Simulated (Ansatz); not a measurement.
# Si2Ni: LAPW beside PAW

The same cell of Si2Ni is computed with LAPW, all electrons, PAW on the default files and datasets made for this crystal, to set the results side by side.

The COD entry's cell or inner coordinates are ideal or old and differ from later refinements, so a difference from it is no clean test against experiment.

Computed with Ansatz 0.2.0 (DFT PBE, scalar-relativistic, unless a step's input says otherwise).

**1. The system as given**

Symmetry: Fm-3m, No. 225, cubic system. The conventional cell has a = 5.395 Å, b = 5.395 Å, c = 5.395 Å, α = 90.00°, β = 90.00°, γ = 90.00°. Si (site symmetry -43m) has 4 Ni at 2.34 Å as nearest neighbours. Ni (site symmetry m-3m) has 8 Si at 2.34 Å as nearest neighbours.

Structure file:

```
CELL_PARAMETERS angstrom
0.00000 2.69750 2.69750
2.69750 0.00000 2.69750
2.69750 2.69750 0.00000
ATOMIC_POSITIONS crystal
Si 0.25000 0.25000 0.25000
Si 0.75000 0.75000 0.75000
Ni 0.00000 0.00000 0.00000
```

The structure is an experimental refinement, used without relaxation.

Atoms are numbered in the order of the input: Si1, Si2, Ni3.

**2. LAPW, all electrons**

File input.yaml:

```yaml
crystal:
  lattice:
    - [0.0, 2.6975, 2.6975]
    - [2.6975, 0.0, 2.6975]
    - [2.6975, 2.6975, 0.0]
  atoms:
    - { symbol: Si, position: [0.25, 0.25, 0.25] }
    - { symbol: Si, position: [0.75, 0.75, 0.75] }
    - { symbol: Ni, position: [0.0, 0.0, 0.0], spin: 1.5 }
magnetization:
  spin_polarized: true
kpoints:
  mp_grid: { grid: [11, 11, 11] }
  band_path:
    path:
      - [0.0, 0.0, 0.0]
      - [0.5, 0.0, 0.5]
      - [0.625, 0.25, 0.625]
      - [0.375, 0.375, 0.75]
      - [0.0, 0.0, 0.0]
      - [0.5, 0.5, 0.5]
      - [0.5, 0.25, 0.75]
      - [0.5, 0.0, 0.5]
    npoints: 8
scf:
  occupations: { method: fermi_dirac, width: 0.05 }
hamiltonian:
  xc: pbe
  pseudopotentials: { kind: all_electron, lapw: { basis_error: 0.0005 } }
output:
  forces: true
  stress: true
  eigenvalues: true
  populations: true
  dos: { projected: true, de: 0.2, e_range: [-14, 8] }
```

**3. PAW on the default files**

Edit input.yaml of step 2 so:

```diff
@@ -28,3 +28,3 @@
   xc: pbe
-  pseudopotentials: { kind: all_electron, lapw: { basis_error: 0.0005 } }
+  pseudopotentials: { kind: paw }
 output:
@@ -33,3 +33,5 @@
   eigenvalues: true
+  efg: { contact_densities: true }
   populations: true
+  bader: true
   dos: { projected: true, de: 0.2, e_range: [-14, 8] }
```

**4. Datasets made for this crystal**

Edit input.yaml of step 3 so:

```diff
@@ -28,3 +28,3 @@
   xc: pbe
-  pseudopotentials: { kind: paw }
+  pseudopotentials: { kind: all_electron, datasets: crystal }
 output:
@@ -34,4 +34 @@
   efg: { contact_densities: true }
-  populations: true
-  bader: true
-  dos: { projected: true, de: 0.2, e_range: [-14, 8] }
```

(Steps that only read results are left out.)

What does the calculation give? Wanted: pressure; gap; Bader charges.

The runs gave:

| quantity | value |
| --- | --- |
| pressure | LAPW 4.27, PAW 4.29, crystal datasets 4.27 GPa |
| gap (LAPW) | none |
| Bader charges (PAW) | Si1 +0.44, Ni3 -0.88 e |

At this geometry the cell is under compression of 4.3 GPa, so it would expand if let go. Bands cross the Fermi level: the crystal is a metal at this level. Within 0.3 eV of the Fermi level the largest projected share is Ni 3d (40 %). The projection holds only the free atom's occupied shells (Si 3s, Si 3p, Ni 4s, Ni 3d in this range). PAW lies +0.02 GPa from LAPW in pressure. The price, with the outputs that each input asks for: 53 s for LAPW against 35 s for PAW, about 1.5 to one.
